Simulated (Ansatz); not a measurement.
Working through an atomisation energy of GeH8OSi2, SMILES [OH][GeH2][SiH2][SiH3]

Program: Ansatz 0.2.0, Python API.

Run as a notebook:

```python
from collections import Counter

import ansatz as az
```

```python
BASIS_SET = "def2-TZVP"
FUNCTIONAL = "pbe"
```

```python
def single_point(molecule, charge=0, unpaired=0):
    calc = molecule.calculation().basis(gaussian=BASIS_SET).functional(FUNCTIONAL)
    if charge:
        calc = calc.charge(charge)
    if unpaired:
        calc = calc.spin("collinear", total=unpaired)
    report = calc.run(threads=1, pin="off").report
    if report["published_state_doubts"]:
        print("  doubts:", report["published_state_doubts"])
    return report["free_energy_ev"]
```

```python
mol = (
    az.Crystal.molecule()
    .atom("O", (-2.0837, 1.2063, -0.5026))
    .atom("Ge", (-0.7736, 1.4784, 0.621))
    .atom("Si", (0.2529, -0.5441, 0.9608))
    .atom("Si", (1.0898, -1.3245, -0.9851))
    .atom("H", (-1.7055, 0.9238, -1.3674))
    .atom("H", (-1.3056, 2.0427, 1.9687))
    .atom("H", (0.2697, 2.4891, 0.0213))
    .atom("H", (-0.6281, -1.4816, 1.5567))
    .atom("H", (1.4283, -0.3387, 1.9273))
    .atom("H", (1.9643, -0.3745, -1.546))
    .atom("H", (-0.1375, -1.5141, -1.8677))
    .atom("H", (1.7061, -2.6181, -0.7528))
)
```

```python
# Hund ground states
unpaired = {"O": 2, "Ge": 2, "Si": 2, "H": 1}
counts = Counter(site.symbol for site in mol.cartesian_sites)
atom_energy = {s: single_point(az.Crystal.molecule().atom(s, (0, 0, 0)), 0, unpaired[s]) for s in counts}
whole = single_point(mol, 0, 0)
for s, e in atom_energy.items():
    print(f"{s:2s} x{counts[s]}  {e:14.5f} eV")
print(f"GeH8OSi2: {whole:.5f} eV")
split = sum(counts[s] * e for s, e in atom_energy.items()) - whole
print(f"atomisation energy (no zero-point term): {23.060548 * split:.1f} kcal/mol, {split / sum(counts.values()):.3f} eV an atom")
```

    O  x1     -2041.11715 eV
    Ge x1    -56507.21275 eV
    Si x2     -7870.15470 eV
    H  x8       -13.59523 eV
    GeH8OSi2: -74432.95862 eV
    atomisation energy (no zero-point term): 820.0 kcal/mol, 2.963 eV an atom

820.0 kcal/mol from the electronic energies, without the zero-point term.

What to keep in mind:
- Total energies depend on the basis set; only differences at equal settings carry meaning.
- The geometry is a force-field or estimated start, not a minimum of this method, and the basis set is short of its limit. All parts are taken at fixed geometry, without zero-point energy.
- This functional overbinds, so such energies come out a few per cent too high (LDA far more).
- Finished in 9.5 s on 1 thread of Arm Neoverse V1, on a shared host, peak memory 0.32 GiB.
